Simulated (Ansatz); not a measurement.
Working through an active-space calculation of AlBrH4Si, SMILES [SiH3][AlH][Br]

With Ansatz 0.2.0, Python API.

The cells in order, each with its output:

```python
import ansatz as az

system = (
    az.Crystal.molecule()
    .atom('Si', (-0.8178, 0.4797, -0.3713))
    .atom('Al', (1.2121, -0.3467, 0.3095))
    .atom('Br', (1.5844, -2.6644, 0.0146))
    .atom('H', (-1.7202, -0.5751, -0.6477))
    .atom('H', (-0.6822, 1.3046, -1.6293))
    .atom('H', (-1.4148, 1.401, 0.6744))
    .atom('H', (1.8997, 0.3328, 1.6041))
)
```

```python
setup = system.calculation().basis(gaussian='def2-SVP').correlation(active_electrons=2, active_orbitals=3)
for method in ['sc_nevpt2']:
    rep = (setup if method is None else setup.correlation(method)).run().report
    space = rep['configurations']
    state = space['states'][0]
    print(method or 'casscf', f'total {rep["free_energy_ev"] / 27.211386246:.6f} Ha, active-space state {state["energy"]["hartree"]:.6f} Ha, mean field {rep["reference_energy_ev"] / 27.211386246:.6f} Ha')
    print('  determinants', state['n_determinants'], ' natural occupations', [round(n, 3) for n in space['natural_occupations']])
```

    sc_nevpt2 total -3105.546552 Ha, active-space state -3105.171994 Ha, mean field -3105.152264 Ha
      determinants 9  natural occupations [1.973, 0.02, 0.007]

Notes:
- Total energies depend on the basis set; only differences at equal settings carry meaning.
- The geometry is a force-field or estimated start, not a minimum of this method, and the basis set is short of its limit. The active space starts as a window about the frontier orbitals and is then optimised, not chosen by chemistry.
- Hardware and time: 25 s on 1 thread of Arm Neoverse N1 (shared host), peak memory 0.3 GiB.
